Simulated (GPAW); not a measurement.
Here is a GPAW 26.7.0 calculation.

run.py

```python
import spglib
from ase import Atoms
from ase.dft.bandgap import bandgap
from ase.io import read, write
from ase.units import Bohr, GPa
from gpaw import GPAW, PW, setup_paths
from gpaw.elf import elf_from_dft_calculation

setup_paths.insert(0, '.')

atoms = read('BiTe.cif')
cell, positions, numbers = spglib.find_primitive(
    (atoms.cell[:], atoms.get_scaled_positions(), atoms.numbers), symprec=1e-4)
atoms = Atoms(numbers, cell=cell, scaled_positions=positions, pbc=True)

calc = GPAW(mode=PW(510),
            xc='PBEsol',
            kpts={'size': (4, 4, 4), 'gamma': True},
            occupations={'name': 'fermi-dirac', 'width': 0.01},
            nbands=20,
            convergence={'density': 1e-05, 'energy': 1e-05},
            maxiter=150,
            txt='gpaw.txt')
atoms.calc = calc
energy = atoms.get_potential_energy()
forces = atoms.get_forces()
stress = atoms.get_stress()
calc.write('gs.gpw')
write('result.traj', atoms)
print(f'Energy: {energy:.6f} eV')
print('Forces (eV/A):')
print(forces.round(4))
print('Stress (GPa):', (stress / GPa).round(3))
print('Fermi level:', round(calc.get_fermi_level(), 4), 'eV')
print(f'Gap: {bandgap(calc)[0]:.4f} eV, direct: {bandgap(calc, direct=True)[0]:.4f} eV')

# fields on the real-space grid
write('density.cube', atoms, data=calc.get_pseudo_density() * Bohr**3)
write('potential.cube', atoms, data=calc.get_electrostatic_potential())
write('elf.cube', atoms, data=elf_from_dft_calculation(calc).data)
```

The input BiTe.cif:

```cif
data_BiTe
_cell_length_a 4.84541555
_cell_length_b 4.84541555
_cell_length_c 9.95187586
_cell_angle_alpha 90.00000000
_cell_angle_beta 90.00000000
_cell_angle_gamma 120.00000000
_space_group_name_H-M_alt 'R-3m'
_space_group_name_Hall '-R 3 2"'
_space_group_IT_number 166
loop_
_space_group_symop_operation_xyz
'x,y,z'
'-x,-y,-z'
'-y,x-y,z'
'y,-x+y,-z'
'-x+y,-x,z'
'x-y,x,-z'
'y,x,-z'
'-y,-x,z'
'x-y,-y,-z'
'-x+y,y,z'
'-x,-x+y,-z'
'x,x-y,z'
'x+2/3,y+1/3,z+1/3'
'-x+2/3,-y+1/3,-z+1/3'
'-y+2/3,x-y+1/3,z+1/3'
'y+2/3,-x+y+1/3,-z+1/3'
'-x+y+2/3,-x+1/3,z+1/3'
'x-y+2/3,x+1/3,-z+1/3'
'y+2/3,x+1/3,-z+1/3'
'-y+2/3,-x+1/3,z+1/3'
'x-y+2/3,-y+1/3,-z+1/3'
'-x+y+2/3,y+1/3,z+1/3'
'-x+2/3,-x+y+1/3,-z+1/3'
'x+2/3,x-y+1/3,z+1/3'
'x+1/3,y+2/3,z+2/3'
'-x+1/3,-y+2/3,-z+2/3'
'-y+1/3,x-y+2/3,z+2/3'
'y+1/3,-x+y+2/3,-z+2/3'
'-x+y+1/3,-x+2/3,z+2/3'
'x-y+1/3,x+2/3,-z+2/3'
'y+1/3,x+2/3,-z+2/3'
'-y+1/3,-x+2/3,z+2/3'
'x-y+1/3,-y+2/3,-z+2/3'
'-x+y+1/3,y+2/3,z+2/3'
'-x+1/3,-x+y+2/3,-z+2/3'
'x+1/3,x-y+2/3,z+2/3'
loop_
_atom_site_label
_atom_site_type_symbol
_atom_site_symmetry_multiplicity
_atom_site_Wyckoff_symbol
_atom_site_fract_x
_atom_site_fract_y
_atom_site_fract_z
_atom_site_occupancy
Bi1 Bi 3 b 0.3333333333 0.6666666667 0.1666666667 1
Te1 Te 3 a 0.0000000000 0.0000000000 0.0000000000 1
```

Potentials or basis: PAW data sets generated in the run's folder for this functional, pw.

Run with:

```console
$ gpaw-setup -f PBEsol Bi Te
$ OMP_NUM_THREADS=1 python run.py
```

Predict the band gap on the k mesh.

none (metal or under the smearing width).

Predict the pressure.

-2.8 GPa.

Stress tensor (GPa, compression positive):
```
-2.96  0.00  0.00
 0.00 -2.96  0.00
 0.00  0.00 -2.37
```

Caveat: the k mesh is coarse (spacing up to 0.41 Å⁻¹), so the values aren't converged; the cutoff is short for stress and forces, so pressures can be off by a GPa or more; spin-orbit coupling is left out, which moves the levels of the heavy elements.
